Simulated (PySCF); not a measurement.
# [HfO(OH)3]−: shape, vibrations and bonding

Task: relax [HfO(OH)3]−, compute its harmonic modes and analyse its electrons. The structure is generated, not taken from experiment.

The runs use PySCF 2.14.0; PBE, Hf def2-SVP with ECP60, O def2-SVP, H def2-SVP; scalar-relativistic core potentials, no spin–orbit coupling.

2 further runs of the same task are left out: 1 for a known fault of the program, 1 that didn't finish.

### 1 Where the work starts

8 atoms, charge -1, spin multiplicity 1.

Bond lengths: Hf1–O2 1.613 Å, Hf1–O3 1.918 Å, Hf1–O5 1.918 Å, Hf1–O7 1.918 Å, O3–H4 0.966 Å, O5–H6 0.966 Å, O7–H8 0.966 Å. Angles: O2–Hf1–O3 90.0°, O2–Hf1–O5 180.0°, O2–Hf1–O7 90.0°, O3–Hf1–O5 90.0°, O3–Hf1–O7 180.0°, O5–Hf1–O7 90.0°, Hf1–O3–H4 158.7°, Hf1–O5–H6 158.7°, Hf1–O7–H8 158.7°.

Geometry (Å):

```tsv
atom	x (Å)	y (Å)	z (Å)
Hf1	0.0000	0.0000	0.0000
O2	1.6132	0.0000	0.0000
O3	0.0000	1.9184	0.0000
H4	0.0000	2.8184	0.3500
O5	-1.9184	0.0000	0.0000
H6	-2.8184	0.0000	0.3500
O7	0.0000	-1.9184	0.0000
H8	0.0000	-2.8184	0.3500
```

Formal oxidation states: Hf +4.

### 2 SCF at the start, singlet

File run.py (the lines that set the calculation):

```python
mol = gto.M(atom='''
Hf     0.00000     0.00000     0.00000
O      1.61320     0.00000     0.00000
O      0.00000     1.91840     0.00000
H      0.00000     2.81840     0.35000
O     -1.91840     0.00000     0.00000
H     -2.81840     0.00000     0.35000
O      0.00000    -1.91840     0.00000
H      0.00000    -2.81840     0.35000''',
    basis={'Hf': 'def2-SVP', 'O': 'def2-SVP', 'H': 'def2-SVP'},
    ecp={'Hf': 'def2-SVP'},
    charge=-1, spin=0)
mf = dft.RKS(mol, xc='PBE')
mf.grids.atom_grid = (50, 194)
mf = mf.density_fit()  # fitting sets: Hf def2-universal-JKFIT, O def2-universal-JKFIT, H def2-universal-JKFIT
mf.conv_tol = 1e-08; mf.max_cycle = 55
mf.kernel(dm0)  # dm0: free metal ions and neutral atoms
```

Run with:

```
$ OMP_NUM_THREADS=2 python run.py
```

Log:

```text
init E= -363.434791830947
  HOMO = 0.071932571524641  LUMO = 0.111441982268683  gap/eV = 1.07511
cycle= 1 E= -347.831981096331  delta_E= 15.6  |g|= 3.16  |ddm|= 4.46
  HOMO = -0.0373443016484643  LUMO = -0.028389423908812  gap/eV = 0.24367
cycle= 2 E= -344.188497749739  delta_E= 3.64  |g|= 5.03  |ddm|= 6.27
  HOMO = -0.024142459003682  LUMO = 0.102391765150305  gap/eV = 3.44317
cycle= 3 E= -349.741746077855  delta_E= -5.55  |g|= 1.56  |ddm|= 4.62
  HOMO = 0.0972341693357576  LUMO = 0.121115788293142  gap/eV = 0.64985
cycle= 4 E= -348.65256045796  delta_E= 1.09  |g|= 2.52  |ddm|= 3.72
  HOMO = -0.00721752918672028  LUMO = 0.100207415242206  gap/eV = 2.92318
cycle= 5 E= -350.225701520845  delta_E= -1.57  |g|= 0.438  |ddm|= 3.34
  HOMO = 0.0341879018233584  LUMO = 0.0987458197382693  gap/eV = 1.75671
cycle= 6 E= -350.22537589991  delta_E= 0.000326  |g|= 0.474  |ddm|= 0.762
  HOMO = 0.026599366572527  LUMO = 0.0937370761326513  gap/eV = 1.82691
cycle= 7 E= -350.269124142396  delta_E= -0.0437  |g|= 0.0778  |ddm|= 0.379
  HOMO = 0.023578454865101  LUMO = 0.0934059745437565  gap/eV = 1.90010
cycle= 8 E= -350.270448173616  delta_E= -0.00132  |g|= 0.0222  |ddm|= 0.0737
  HOMO = 0.0208833867988999  LUMO = 0.091824304875697  gap/eV = 1.93040
cycle= 9 E= -350.270541635661  delta_E= -9.35e-05  |g|= 0.00934  |ddm|= 0.0314
  HOMO = 0.0216279300773944  LUMO = 0.0924767747230106  gap/eV = 1.92790
cycle= 10 E= -350.270557728349  delta_E= -1.61e-05  |g|= 0.00353  |ddm|= 0.0114
  HOMO = 0.0213727790982512  LUMO = 0.0922794574869954  gap/eV = 1.92947
cycle= 11 E= -350.270560442603  delta_E= -2.71e-06  |g|= 0.000959  |ddm|= 0.00392
  HOMO = 0.0213451555290801  LUMO = 0.0922742025883743  gap/eV = 1.93008
cycle= 12 E= -350.270560634942  delta_E= -1.92e-07  |g|= 0.000263  |ddm|= 0.000761
  HOMO = 0.0213301438806588  LUMO = 0.0922713030790696  gap/eV = 1.93041
cycle= 13 E= -350.270560650416  delta_E= -1.55e-08  |g|= 3.18e-05  |ddm|= 0.000279
  HOMO = 0.0213292724072795  LUMO = 0.0922711980717494  gap/eV = 1.93043
cycle= 14 E= -350.270560650612  delta_E= -1.97e-10  |g|= 4.27e-06  |ddm|= 2.78e-05
  HOMO = 0.0213287982169168  LUMO = 0.0922712637402192  gap/eV = 1.93044
Extra cycle  E= -350.270560650589  delta_E= 2.34e-11  |g|= 1.18e-05  |ddm|= 1.58e-05
converged SCF energy = -350.270560650589
```

It took 3.9 s on 2 threads of Intel Xeon 6975P-C (Granite Rapids), shared host; peak memory 0.52 GiB.

It gives: E = -350.270561 Eh, HOMO 0.58 eV, LUMO 2.51 eV, Mulliken charge on Hf1 +0.33 e. The highest filled level lies above zero; it isn't the detachment energy.

### 3 Relaxation, singlet

Steps are kept in the start's point group, Cs.

File run.py (the lines that set the calculation):

```python
mol = gto.M(atom='''
Hf     0.03127     0.00000    -0.00429
O      1.64447     0.00000    -0.00429
O      0.03127     1.91840    -0.00429
H      0.03127     2.81840     0.34571
O     -1.88713     0.00000    -0.00429
H     -2.78713     0.00000     0.34571
O      0.03127    -1.91840    -0.00429
H      0.03127    -2.81840     0.34571''',
    basis={'Hf': 'def2-SVP', 'O': 'def2-SVP', 'H': 'def2-SVP'},
    ecp={'Hf': 'def2-SVP'},
    charge=-1, spin=0)
mf = dft.RKS(mol, xc='PBE')
mf.grids.atom_grid = (50, 194)
mf = mf.density_fit()  # fitting sets: Hf def2-universal-JKFIT, O def2-universal-JKFIT, H def2-universal-JKFIT
mf.conv_tol = 1e-08; mf.max_cycle = 55
mf.kernel(dm0)  # dm0: an SCF of this state at this start
# quasi-Newton relaxation in Cartesian coordinates to a largest gradient under 0.00045 Eh/bohr, steps kept in the point group
```

Run with:

```
$ OMP_NUM_THREADS=2 python run.py
```

No log is kept here; the results follow.

Wall time 2.8 min (2 threads of Intel Xeon 6975P-C (Granite Rapids), shared host).

Step by step: (not every step is listed)

```tsv
step	energy from step 1 (eV)	largest force component (eV/Å)
1	0.0000	15.4431
2	-2.2593	2.4912
3	-2.5744	1.6232
4	-2.7134	0.7626
5	-2.7851	1.0473
6	-2.8874	0.9742
7	-2.9352	1.8860
8	-3.2177	1.1116
9	-3.5471	0.6949
12	-4.6007	2.5304
15	-5.3327	0.8229
18	-5.5682	0.4315
21	-5.6182	1.3144
24	-5.6611	0.5018
27	-5.7120	0.7179
30	-5.7317	0.1650
33	-5.7402	0.1052
36	-5.7422	0.0730
39	-5.7435	0.0766
42	-5.7464	0.0797
44	-5.7473	0.0401
45	-5.7475	0.0388
46	-5.7477	0.0376
47	-5.7478	0.0239
48	-5.7478	0.0244
49	-5.7478	0.0121
```

Distances of close pairs at the start and the end, largest changes first:

```tsv
bond	before (Å)	after (Å)	change (Å)
Hf1–O2	1.613	1.834	+0.221
Hf1–H4	2.840	2.623	-0.217
Hf1–H8	2.840	2.623	-0.217
Hf1–O5	1.918	2.050	+0.131
Hf1–O3	1.918	2.050	+0.131
Hf1–O7	1.918	2.050	+0.131
O3–H4	0.966	0.972	+0.006
O7–H8	0.966	0.972	+0.006
```

It ends in Cs at E = -350.481790 Eh.

```
Hf   -0.3710    0.0000    0.1148
O     0.5390    0.0000    1.7070
O     0.1754    1.6865   -0.9138
H     0.8192    2.2635   -0.4695
O    -2.3818    0.0000    0.5130
H    -2.6488    0.0000    1.4474
O     0.1754   -1.6865   -0.9138
H     0.8192   -2.2635   -0.4695
```

### 4 The relaxed geometry turned into its symmetry frame

File run.py (the lines that set the calculation):

```python
mol = gto.M(atom='''
Hf     0.00011     0.00000     0.00366
O      0.91008     0.00000     1.59585
O      0.54646     1.68650    -1.02495
H      1.19031     2.26354    -0.58071
O     -2.01069     0.00000     0.40186
H     -2.27770     0.00000     1.33622
O      0.54646    -1.68650    -1.02495
H      1.19031    -2.26354    -0.58071''',
    basis={'Hf': 'def2-SVP', 'O': 'def2-SVP', 'H': 'def2-SVP'},
    ecp={'Hf': 'def2-SVP'},
    charge=-1, spin=0)
mf = dft.RKS(mol, xc='PBE')
mf.grids.atom_grid = (50, 194)
mf = mf.density_fit()  # fitting sets: Hf def2-universal-JKFIT, O def2-universal-JKFIT, H def2-universal-JKFIT
mf.conv_tol = 1e-08; mf.max_cycle = 55
mf.kernel(dm0)  # dm0: free metal ions and neutral atoms
```

Run with:

```
$ OMP_NUM_THREADS=2 python run.py
```

Log:

```text
init E= -363.307896033664
  HOMO = 0.064236204317826  LUMO = 0.139648486059979  gap/eV = 2.05207
cycle= 1 E= -348.697569539975  delta_E= 14.6  |g|= 3.02  |ddm|= 4.21
  HOMO = -0.285327020290389  LUMO = 0.0783885237784858  gap/eV = 9.89720
cycle= 2 E= -345.773912019535  delta_E= 2.92  |g|=  4.7  |ddm|= 5.23
  HOMO = 0.0607735293015756  LUMO = 0.140667772483987  gap/eV = 2.17403
cycle= 3 E= -350.32343808604  delta_E= -4.55  |g|= 0.776  |ddm|= 3.51
  HOMO = -0.0429358213921638  LUMO = 0.118897867468046  gap/eV = 4.40372
cycle= 4 E= -350.289083029232  delta_E= 0.0344  |g|= 0.95  |ddm|= 1.52
  HOMO = -0.0416362836431953  LUMO = 0.11837829174689  gap/eV = 4.35422
cycle= 5 E= -350.442672424928  delta_E= -0.154  |g|= 0.413  |ddm|= 0.895
  HOMO = -0.0377420786857067  LUMO = 0.128346106500988  gap/eV = 4.51949
cycle= 6 E= -350.481220231888  delta_E= -0.0385  |g|= 0.0462  |ddm|= 0.401
  HOMO = -0.0313835340436  LUMO = 0.128462865317022  gap/eV = 4.34964
cycle= 7 E= -350.481746749879  delta_E= -0.000527  |g|= 0.0134  |ddm|= 0.0601
  HOMO = -0.0324206382596217  LUMO = 0.128552736324377  gap/eV = 4.38031
cycle= 8 E= -350.481787626562  delta_E= -4.09e-05  |g|= 0.00335  |ddm|= 0.0112
  HOMO = -0.0325397988595866  LUMO = 0.128545411469233  gap/eV = 4.38335
cycle= 9 E= -350.481789732949  delta_E= -2.11e-06  |g|= 0.00107  |ddm|= 0.00258
  HOMO = -0.0326541627454148  LUMO = 0.128532514834536  gap/eV = 4.38611
cycle= 10 E= -350.481789982666  delta_E= -2.5e-07  |g|= 6.3e-05  |ddm|= 0.000882
  HOMO = -0.0326503260299794  LUMO = 0.12853345092191  gap/eV = 4.38603
cycle= 11 E= -350.481789983327  delta_E= -6.61e-10  |g|= 2.2e-05  |ddm|= 5.81e-05
  HOMO = -0.0326570718291318  LUMO = 0.128533582112503  gap/eV = 4.38622
Extra cycle  E= -350.481789982488  delta_E= 8.39e-10  |g|= 6.69e-05  |ddm|= 6.75e-05
converged SCF energy = -350.481789982488
```

Wall time 2.6 s (2 threads of Intel Xeon 6975P-C (Granite Rapids), shared host).

Result: E = -350.481790 Eh, HOMO -0.89 eV, LUMO 3.50 eV, Mulliken charge on Hf1 +0.40 e. 

### 5 Harmonic vibrations

Edit run.py (the lines that set the calculation) of step 4 so:

```diff
@@ -15,3 +15,4 @@
 mf = mf.density_fit()  # fitting sets: Hf def2-universal-JKFIT, O def2-universal-JKFIT, H def2-universal-JKFIT
-mf.conv_tol = 1e-08; mf.max_cycle = 55
-mf.kernel(dm0)  # dm0: free metal ions and neutral atoms
+mf.conv_tol = 1e-10; mf.max_cycle = 55
+mf.kernel(dm0)  # dm0: the density of the relaxed state
+# Hessian and dipole derivatives by central differences of gradients, 0.02 bohr
```

Run with:

```
$ OMP_NUM_THREADS=2 python run.py
```

No log is kept here; the results follow.

Run time: 1.7 min. Hardware: 2 threads of Intel Xeon 6975P-C (Granite Rapids), shared host.

Point group Cs; negative numbers are unstable modes, and those under 60 cm⁻¹ are near the numerical noise:

```tsv
cm⁻¹	km/mol	symmetry
134	0.1	a'
137	0.0	a''
153	0.3	a'
166	4.3	a'
172	2.3	a''
266	0.6	a''
290	161.5	a'
294	157.0	a''
480	137.5	a'
508	207.6	a''
511	102.1	a'
565	56.3	a'
568	57.0	a'
569	39.9	a''
814	139.5	a'
3770	36.4	a''
3770	23.7	a'
3773	21.6	a'
```

### 6 Properties on a finer grid

File run.py (the lines that set the calculation):

```python
mol = gto.M(atom='''
Hf    -0.37099     0.00000     0.11484
O      0.53898     0.00000     1.70703
O      0.17536     1.68650    -0.91377
H      0.81921     2.26354    -0.46953
O     -2.38179     0.00000     0.51304
H     -2.64879     0.00000     1.44740
O      0.17536    -1.68650    -0.91377
H      0.81921    -2.26354    -0.46953''',
    basis={'Hf': 'def2-SVP', 'O': 'def2-SVP', 'H': 'def2-SVP'},
    ecp={'Hf': 'def2-SVP'},
    charge=-1, spin=0)
mf = dft.RKS(mol, xc='PBE')
mf.grids.atom_grid = (75, 302)
mf = mf.density_fit()  # fitting sets: Hf def2-universal-JKFIT, O def2-universal-JKFIT, H def2-universal-JKFIT
mf.conv_tol = 1e-09; mf.max_cycle = 55
mf.kernel(dm0)  # dm0: the density of the relaxed state
```

Run with:

```
$ OMP_NUM_THREADS=2 python run.py
```

Log:

```text
init E= -350.481668020596
  HOMO = -0.0326330641914713  LUMO = 0.128538105031428  gap/eV = 4.38569
cycle= 1 E= -350.481668098361  delta_E= -7.78e-08  |g|= 0.000218  |ddm|= 0.00133
  HOMO = -0.0326958564221708  LUMO = 0.128534392478251  gap/eV = 4.38730
cycle= 2 E= -350.481667989144  delta_E= 1.09e-07  |g|= 0.000757  |ddm|= 0.000717
  HOMO = -0.0326426754957921  LUMO = 0.128535181774911  gap/eV = 4.38587
cycle= 3 E= -350.481668106088  delta_E= -1.17e-07  |g|= 0.000104  |ddm|= 0.000599
  HOMO = -0.0326484892041209  LUMO = 0.128536078277012  gap/eV = 4.38606
cycle= 4 E= -350.481668108039  delta_E= -1.95e-09  |g|= 3.46e-05  |ddm|= 9.33e-05
  HOMO = -0.0326468021497629  LUMO = 0.128536002614091  gap/eV = 4.38601
cycle= 5 E= -350.481668108281  delta_E= -2.42e-10  |g|= 4.68e-06  |ddm|= 2.71e-05
  HOMO = -0.0326472980651087  LUMO = 0.128535772750119  gap/eV = 4.38601
Extra cycle  E= -350.481668108264  delta_E= 1.73e-11  |g|= 9.6e-06  |ddm|= 1.36e-05
converged SCF energy = -350.481668108264
```

Run time: 12 s. Hardware: 2 threads of Intel Xeon 6975P-C (Granite Rapids), shared host.

Read off: E = -350.481668 Eh, HOMO -0.89 eV, LUMO 3.50 eV, Mulliken charge on Hf1 +0.40 e, largest force component 0.022 eV/Å. 

Löwdin charges:

```tsv
atom	value (e)
Hf1	-0.21
O2	-0.31
O3	-0.23
H4	0.07
O5	-0.23
H6	0.07
O7	-0.23
H8	0.07
```

Mulliken charges: Hf1 +0.40, O2 -0.47, O3 -0.48, H4 +0.17, O5 -0.48, H6 +0.17, O7 -0.48, H8 +0.17 e.

Contacts (the nearest donor of each ligand) and Mayer bond orders:

```tsv
contact	distance (Å)	bond order
Hf1–O2 (O)	1.834	2.30
Hf1–O3 (OH)	2.050	1.09
Hf1–O5 (OH)	2.050	1.08
Hf1–O7 (OH)	2.050	1.09
```

Mulliken populations of Hf1 outside the core potential: s 2.42, p 6.52, d 2.49, f 0.18.

The fields below are evaluated on a grid from the run's orbitals.

Frontier orbitals at PBE, with the share of their density that lies nearest to each atom:

```tsv
orbital	energy (eV)	lies on
HOMO-1	-0.89	O2 86 %; Hf1 9 %
HOMO	-0.89	O2 86 %; Hf1 8 %
LUMO	3.50	H4, H6, H8 about 13 % each; 4 O atoms about 13 % each; Hf1 6 %
```

ELF in a plane through or near 4 of the atoms.

Values, 10 rows by 14 columns:
```
0.00 0.00 0.00 0.00 0.00 0.00 0.00 0.00 0.00 0.00 0.00 0.00 0.00 0.00
0.00 0.00 0.00 0.00 0.00 0.00 0.00 0.00 0.01 0.01 0.00 0.00 0.00 0.00
0.00 0.00 0.00 0.00 0.00 0.01 0.02 0.12 0.79 0.84 0.17 0.00 0.00 0.00
0.00 0.00 0.00 0.00 0.03 0.03 0.12 0.57 0.80 0.71 0.10 0.00 0.00 0.00
0.00 0.00 0.16 0.52 0.49 0.38 0.39 0.53 0.34 0.37 0.05 0.00 0.00 0.00
0.00 0.00 0.57 0.93 0.81 0.54 0.80 0.41 0.26 0.04 0.03 0.01 0.00 0.00
0.00 0.00 0.01 0.09 0.22 0.20 0.05 0.25 0.73 0.44 0.07 0.00 0.00 0.00
0.00 0.00 0.00 0.00 0.01 0.02 0.10 0.38 0.91 0.90 0.21 0.00 0.00 0.00
0.00 0.00 0.00 0.00 0.00 0.00 0.00 0.02 0.42 0.54 0.02 0.00 0.00 0.00
0.00 0.00 0.00 0.00 0.00 0.00 0.00 0.00 0.00 0.00 0.00 0.00 0.00 0.00
```
The map spans 10.5 Å across and 9.7 Å up, centred on the molecule. Atoms in the plane (x, y in Å): Hf1 (0.0, 0.0), H4 (1.3, 2.3), H6 (-2.6, 0.0), H8 (1.3, -2.3).

log10 of the density (e/Å³) in the same plane.

Values, 10 rows by 14 columns:
```
-4.0 -4.0 -4.0 -4.0 -4.0 -4.0 -4.0 -4.0 -4.0 -4.0 -4.0 -4.0 -4.0 -4.0
-4.0 -4.0 -4.0 -4.0 -3.7 -3.5 -3.4 -3.1 -2.7 -2.9 -3.5 -4.0 -4.0 -4.0
-4.0 -4.0 -4.0 -3.5 -3.1 -2.7 -2.3 -1.5 -0.7 -0.9 -2.1 -3.6 -4.0 -4.0
-4.0 -4.0 -3.4 -2.7 -2.2 -1.9 -1.5 -0.5  0.3 -0.4 -1.7 -3.2 -3.9 -4.0
-4.0 -3.6 -2.0 -1.0 -0.5 -0.7 -0.2  0.2 -0.4 -1.1 -2.0 -3.0 -3.5 -3.9
-4.0 -3.4 -1.5 -0.2  0.2 -0.2  0.5  0.4 -0.4 -1.5 -2.2 -2.9 -3.5 -3.9
-4.0 -3.9 -2.6 -1.7 -1.3 -1.2 -1.0 -0.5  0.0 -0.7 -1.8 -3.0 -3.7 -4.0
-4.0 -4.0 -3.7 -3.1 -2.7 -2.3 -1.7 -0.8  0.1 -0.3 -1.7 -3.3 -4.0 -4.0
-4.0 -4.0 -4.0 -3.7 -3.4 -3.0 -2.8 -2.2 -1.6 -1.7 -2.7 -3.9 -4.0 -4.0
-4.0 -4.0 -4.0 -4.0 -4.0 -3.8 -3.7 -3.7 -3.6 -3.7 -4.0 -4.0 -4.0 -4.0
```
The map spans 10.5 Å across and 9.7 Å up, centred on the molecule. Atoms in the plane (x, y in Å): Hf1 (0.0, 0.0), H4 (1.3, 2.3), H6 (-2.6, 0.0), H8 (1.3, -2.3).

On the surface of density 0.002 e/bohr³ the electrostatic potential runs, from the 1st to the 99th percentile, from -6.05 V near O2 to -2.12 V near H6.

### 7 What came out

```
                                              quantity                            value
                                 state and point group                      singlet, Cs
                                                 modes  134 to 3773 cm⁻¹, none unstable
strongest infrared band (modes within 1.5 cm⁻¹ summed)            508 cm⁻¹ (208 km/mol)
                                     zero-point energy                         1.050 eV
                               ideal gas, 298 K, 1 bar  S = 381.1, Cp = 126.6 J/(mol K)
                                 metal–ligand contacts                   1.83 to 2.05 Å
                                       frontier levels      HOMO -0.89 eV, LUMO 3.50 eV
                       dipole about the centre of mass                           0.33 D
                                   mean polarisability                           8.4 Å³
```

**Reading.** All modes are real, so the structure is a minimum. The metal carries -0.21 e by Löwdin's partition against a formal +4, and bond orders to the nearest donors reach 2.30. Both measures hang on the basis. One start shape was tried, so another isomer may lie lower. These are double-zeta-type bases without diffuse functions. Spin–orbit coupling is left out.
